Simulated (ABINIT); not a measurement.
# Bi2Te3 (Tellurobismuthite) (R-3m) in ABINIT: a series of runs

Runs on Bi2Te3 (Tellurobismuthite). Level: LDA. Tasks: single point.

All numbers are computed with ABINIT 10.8.3 (patched build); they aren't measurements. Logs are shortened: lines on timing, memory, paths and dates and some standing lists are left out, and cuts for length are marked. The log counts tension as positive stress, the text compression.

## Step 1: Starting point

Symmetry: R-3m, No. 166, trigonal system. Conventional cell: a = 4.386 Å, b = 4.386 Å, c = 30.497 Å, α = 90.00°, β = 90.00°, γ = 120.00°. Bi (site symmetry 3m) has 6 Te at 3.07 to 3.25 Å as nearest neighbours. Te (site symmetry 3m) has 3 Bi at 3.07 Å as nearest neighbours. Te (site symmetry -3m) has 6 Bi at 3.25 Å as nearest neighbours.

## Step 2: Single point, LDA

run.abi

```
# Pseudopotentials
pp_dirpath "./"
pseudos "Bi.hgh, Te.hgh"

# Structure
acell 19.7973602648 19.7973602648 19.7973602648
rprim
     0.2093293922     0.1208563809     0.9703478452
    -0.2093293922     0.1208563809     0.9703478452
     0.0000000000    -0.2417127619     0.9703478452
ntypat 2
znucl 83 52
natom 5
typat 1 1 2 2 2
xred
     0.6000000000     0.6000000000     0.6000000000
     0.4000000000     0.4000000000     0.4000000000
     0.7905000000     0.7905000000     0.7905000000
     0.2095000000     0.2095000000     0.2095000000
     0.0000000000     0.0000000000     0.0000000000

# Plane-wave basis
ecut 14.0

# k points
kptopt 1
ngkpt 5 5 5
nshiftk 1
shiftk 0.0 0.0 0.0

# Exchange and correlation
ixc 7

# Bands and occupations
nband 18
occopt 3
tsmear 0.05 eV

# SCF cycle
nstep 100
tolvrs 1.0e-10

# Output
iomode 3
prtwf 0
prtden 0
prteig 0
prtebands 0
prtvol 2
```

Potentials or basis: HGH LDA.

Started as:

```sh
$ mpirun --bind-to none -np 4 abinit run.abi > log 2>&1
```

run.abo:

```text
.Version 10.8.3 of ABINIT
 Symmetries : space group R-3 m (#166); Bravais hR (rhombohedral)
================================================================================
 Values of the parameters that define the memory need of the present run
     intxc =       0    ionmov =       0      iscf =       7    lmnmax =       6
     lnmax =       6     mgfft =      72  mpssoang =       3    mqgrid =    3001
     natom =       5  nloc_mem =       1    nspden =       1   nspinor =       1
    nsppol =       1      nsym =      12    n1xccc =       0    ntypat =       2
    occopt =       3   xclevel =       1
       mpw =        2874          nfft =      373248          nkpt =          19
================================================================================
================================================================================

--------------------------------------------------------------------------------
------------- Echo of variables that govern the present computation ------------
--------------------------------------------------------------------------------
 -outvars: echo values of preprocessed input variables --------
            acell      1.9797360265E+01  1.9797360265E+01  1.9797360265E+01 Bohr
              amu      2.08980370E+02  1.27600000E+02
             ecut      1.40000000E+01 Hartree
              ixc           7
         kptrlatt        5    0    0      0    5    0      0    0    5
          kptrlen      4.14416939E+01
            natom           5
            nband          18
            ngfft          72      72      72
             nkpt          19
            nstep         100
             nsym          12
           ntypat           2
           occopt           3
           prtden           0
        prtebands           0
           prteig           0
           prtvol           2
            prtwf           0
            rprim      2.0932939220E-01  1.2085638090E-01  9.7034784520E-01
                      -2.0932939220E-01  1.2085638090E-01  9.7034784520E-01
                       0.0000000000E+00 -2.4171276190E-01  9.7034784520E-01
          spgroup         166
           tolvrs      1.00000000E-10
           tsmear      1.83746611E-03 Hartree
            typat      1  1  2  2  2
           xangst     -1.0164023807E-17 -6.2857914238E-10  1.8298199987E+01
                      -2.5410059518E-18 -4.1905265177E-10  1.2198799991E+01
                       1.4714455046E-17 -8.2815289667E-10  2.4107878483E+01
                      -2.7419484805E-17 -2.1947875691E-10  6.3891214955E+00
                       0.0000000000E+00  0.0000000000E+00  0.0000000000E+00
            xcart     -1.9207221333E-17 -1.1878424276E-09  3.4578586572E+01
                      -4.8018053332E-18 -7.9189474419E-10  2.3052391048E+01
                       2.7806290128E-17 -1.5649821651E-09  4.5557287809E+01
                      -5.1815316794E-17 -4.1475474102E-10  1.2073689812E+01
                       0.0000000000E+00  0.0000000000E+00  0.0000000000E+00
             xred      6.0000000000E-01  6.0000000000E-01  6.0000000000E-01
                       4.0000000000E-01  4.0000000000E-01  4.0000000000E-01
                       7.9050000000E-01  7.9050000000E-01  7.9050000000E-01
                       2.0950000000E-01  2.0950000000E-01  2.0950000000E-01
                       0.0000000000E+00  0.0000000000E+00  0.0000000000E+00
            znucl       83.00000   52.00000

================================================================================

 chkinp: Checking input parameters for consistency.

================================================================================
== DATASET  1 ==================================================================

--- !DatasetInfo
iteration_state: {dtset: 1, }
dimensions: {natom: 5, nkpt: 19, mband: 18, nsppol: 1, nspinor: 1, nspden: 1, mpw: 2874, }
cutoff_energies: {ecut:  14.0, pawecutdg:  -1.0, }
electrons: {nelect:   2.80000000E+01, charge:   0.00000000E+00, occopt:   3.00000000E+00, tsmear:   1.83746611E-03, }
meta: {optdriver: 0, ionmov: 0, optcell: 0, iscf: 7, paral_kgb: 0, }
...

 Exchange-correlation functional for the present dataset will be:
  LDA: Perdew-Wang 92 LSD fit to Ceperley-Alder data - ixc=7
  J.P.Perdew and Y.Wang, PRB 45, 13244 (1992)

 Real(R)+Recip(G) space primitive vectors, cartesian coordinates (Bohr,Bohr^-1):
 R(1)=  4.1441694  2.3926373 19.2103259  G(1)=  0.1206514  0.0696581  0.0173518
[... 185 lines left out ...]
       0.790500000000      0.790500000000      0.790500000000
       0.209500000000      0.209500000000      0.209500000000
       0.000000000000      0.000000000000      0.000000000000
 rms dE/dt=  4.8211E-02; max dE/dt=  7.2707E-02; dE/dt below (all hartree)
    1       0.022899333400      0.022899333400      0.022899333400
    2      -0.022899333400     -0.022899333400     -0.022899333400
    3       0.072706788863      0.072706788863      0.072706788863
    4      -0.072706788863     -0.072706788863     -0.072706788863
    5       0.000000000000      0.000000000000      0.000000000000

 cartesian coordinates (angstrom) at end:
    1     -0.00000000000000    -0.00000000062858    18.29819998697612
    2     -0.00000000000000    -0.00000000041905    12.19879999131741
    3      0.00000000000000    -0.00000000082815    24.10787848284103
    4     -0.00000000000000    -0.00000000021948     6.38912149545249
    5      0.00000000000000     0.00000000000000     0.00000000000000

 cartesian forces (hartree/bohr) at end:
    1     -0.00000000000000    -0.00000000000000    -0.00119203253246
    2      0.00000000000000     0.00000000000000     0.00119203253246
    3     -0.00000000000000    -0.00000000000000    -0.00378477644479
    4      0.00000000000000     0.00000000000000     0.00378477644479
    5      0.00000000000000    -0.00000000000000    -0.00000000000000
 frms,max,avg= 1.4489295E-03 3.7847764E-03   0.000E+00  0.000E+00  0.000E+00 h/b

 cartesian forces (eV/Angstrom) at end:
    1     -0.00000000000000    -0.00000000000000    -0.06129677735972
    2      0.00000000000000     0.00000000000000     0.06129677735972
    3     -0.00000000000000    -0.00000000000000    -0.19462102985853
    4      0.00000000000000     0.00000000000000     0.19462102985853
    5      0.00000000000000    -0.00000000000000    -0.00000000000000
 frms,max,avg= 7.4506948E-02 1.9462103E-01   0.000E+00  0.000E+00  0.000E+00 e/A
 length scales= 19.797360264800 19.797360264800 19.797360264800 bohr
              = 10.476311881061 10.476311881061 10.476311881061 angstroms
 Fermi (or HOMO) energy (hartree) =   0.04299   Average Vxc (hartree)=  -0.31444
 Eigenvalues (hartree) for nkpt=  19  k points:
 kpt#   1, nband= 18, wtk=  0.00800, kpt=  0.0000  0.0000  0.0000 (reduced coord)
  -0.45246   -0.42630   -0.38157   -0.29161   -0.27482   -0.04717   -0.03789   -0.02403
  -0.02403   -0.02385   -0.02385    0.00737    0.00737    0.03890    0.04702    0.06091
   0.06091    0.11446
      occupation numbers for kpt#   1
   2.00000    2.00000    2.00000    2.00000    2.00000    2.00000    2.00000    2.00000
   2.00000    2.00000    2.00000    2.00000    2.00000    1.80597    0.20113    0.00012
   0.00012    0.00000
 kpt#   2, nband= 18, wtk=  0.04800, kpt=  0.2000  0.0000  0.0000 (reduced coord)
  -0.43979   -0.41587   -0.37316   -0.30433   -0.28570   -0.08989   -0.08722   -0.06692
  -0.05481   -0.03348   -0.02308    0.00156    0.00427    0.02159    0.07563    0.08941
   0.09446    0.11816
      occupation numbers for kpt#   2
   2.00000    2.00000    2.00000    2.00000    2.00000    2.00000    2.00000    2.00000
   2.00000    2.00000    2.00000    2.00000    2.00000    1.99998    0.00000    0.00000
   0.00000    0.00000
 kpt#   3, nband= 18, wtk=  0.04800, kpt=  0.4000  0.0000  0.0000 (reduced coord)
[... 120 lines left out ...]
  -0.44790   -0.43632   -0.36571   -0.32037   -0.25394   -0.06351   -0.02829   -0.02829
  -0.02053   -0.01471   -0.01471   -0.00167   -0.00167    0.02191    0.06787    0.07663
   0.07663    0.10101
      occupation numbers for kpt#  18
   2.00000    2.00000    2.00000    2.00000    2.00000    2.00000    2.00000    2.00000
   2.00000    2.00000    2.00000    2.00000    2.00000    1.99998    0.00000    0.00000
   0.00000    0.00000
 kpt#  19, nband= 18, wtk=  0.04800, kpt= -0.4000  0.4000  0.4000 (reduced coord)
  -0.43481   -0.42590   -0.35828   -0.32448   -0.27539   -0.10266   -0.06580   -0.05845
  -0.05196   -0.04030   -0.03535   -0.01272    0.01090    0.02880    0.06319    0.07445
   0.11602    0.13030
      occupation numbers for kpt#  19
   2.00000    2.00000    2.00000    2.00000    2.00000    2.00000    2.00000    2.00000
   2.00000    2.00000    2.00000    2.00000    2.00000    1.99912    0.00003    0.00000
   0.00000    0.00000
 Total charge density [el/Bohr^3]
)     Maximum=    8.2263E-02  at reduced coord.    0.6667    0.6806    0.9861
)Next maximum=    8.2263E-02  at reduced coord.    0.6806    0.6667    0.9861
)     Minimum=    7.1666E-06  at reduced coord.    0.2222    0.2222    0.1944
)Next minimum=    7.1666E-06  at reduced coord.    0.2222    0.1944    0.2222
   Integrated=    2.8000E+01

--- !EnergyTerms
iteration_state     : {dtset: 1, }
comment             : Components of total free energy in Hartree
kinetic             :  1.07182485893230E+01
hartree             :  2.09824272353253E+00
xc                  : -8.06270123184698E+00
Ewald energy        : -3.64335286951669E+01
psp_core            :  4.68678910986640E+00
local_psp           : -9.45573865183650E+00
non_local_psp       :  4.48351632695561E-01
internal            : -3.60003365234328E+01
'-kT*entropy'       : -2.06245458768447E-05
total_energy        : -3.60003571479787E+01
total_energy_eV     : -9.79619623346911E+02
band_energy         : -4.60774800406830E+00
...

 Cartesian components of stress tensor (hartree/bohr^3)
  sigma(1 1)=  6.87309092E-05  sigma(3 2)=  1.43232164E-13
  sigma(2 2)=  6.87309094E-05  sigma(3 1)=  0.00000000E+00
  sigma(3 3)=  8.41369539E-05  sigma(2 1)=  0.00000000E+00

-Cartesian components of stress tensor (GPa)         [Pressure= -2.1732E+00 GPa]
- sigma(1 1)=  2.02213316E+00  sigma(3 2)=  4.21403574E-09
- sigma(2 2)=  2.02213317E+00  sigma(3 1)=  0.00000000E+00
- sigma(3 3)=  2.47539465E+00  sigma(2 1)=  0.00000000E+00

== END DATASET(S) ==============================================================
================================================================================

 -outvars: echo values of variables after computation  --------
            acell      1.9797360265E+01  1.9797360265E+01  1.9797360265E+01 Bohr
           etotal     -3.6000357148E+01
            fcart     -7.8563666376E-19 -2.7446473965E-19 -1.1920325325E-03
                       7.7658440247E-19  5.3467326105E-19  1.1920325325E-03
                      -2.2008437142E-18 -2.2345531472E-19 -3.7847764448E-03
                       2.2068785551E-18  4.9982967122E-20  3.7847764448E-03
                       3.0174204304E-21 -8.6736173799E-20 -0.0000000000E+00
            rprim      2.0932939220E-01  1.2085638090E-01  9.7034784520E-01
                      -2.0932939220E-01  1.2085638090E-01  9.7034784520E-01
                       0.0000000000E+00 -2.4171276190E-01  9.7034784520E-01
           strten      6.8730909172E-05  6.8730909354E-05  8.4136953856E-05
                       1.4323216362E-13  0.0000000000E+00  0.0000000000E+00
           xangst     -1.0164023807E-17 -6.2857914238E-10  1.8298199987E+01
                      -2.5410059518E-18 -4.1905265177E-10  1.2198799991E+01
                       1.4714455046E-17 -8.2815289667E-10  2.4107878483E+01
                      -2.7419484805E-17 -2.1947875691E-10  6.3891214955E+00
                       0.0000000000E+00  0.0000000000E+00  0.0000000000E+00
             xred      6.0000000000E-01  6.0000000000E-01  6.0000000000E-01
                       4.0000000000E-01  4.0000000000E-01  4.0000000000E-01
                       7.9050000000E-01  7.9050000000E-01  7.9050000000E-01
                       2.0950000000E-01  2.0950000000E-01  2.0950000000E-01
                       0.0000000000E+00  0.0000000000E+00  0.0000000000E+00
 Calculation completed.
```

Run time: 28 s. Hardware: 4 MPI ranks of Intel Xeon 6975P-C (Granite Rapids), shared host; peak memory 0.6 GiB.

What came out:

| Property | Result |
| --- | --- |
| Free energy | -979.6196 eV |
| Largest force | 0.195 eV/Å |
| Band gap on the k mesh | 0.22 eV, direct |
| Valence electrons inside the program's atomic spheres | Bi 1.40; Te 2.14, 2.16 |

Forces in eV/Å, atoms in the order of the input:
```
Bi   0.000  0.000 -0.061
Bi   0.000  0.000  0.061
Te   0.000  0.000 -0.195
Te   0.000  0.000  0.195
Te   0.000  0.000  0.000
```

Caveat: the cutoff is too short for stress, so the log's stress isn't used; spin-orbit coupling is left out, which as a rule narrows the gap of such compounds by several tenths of an eV; an odd mesh through Γ misses points on the zone boundary, where band edges often lie; HGH potentials are hard and often keep d shells in the core, so these values are rough.

(Continued in part 2 of 2.)
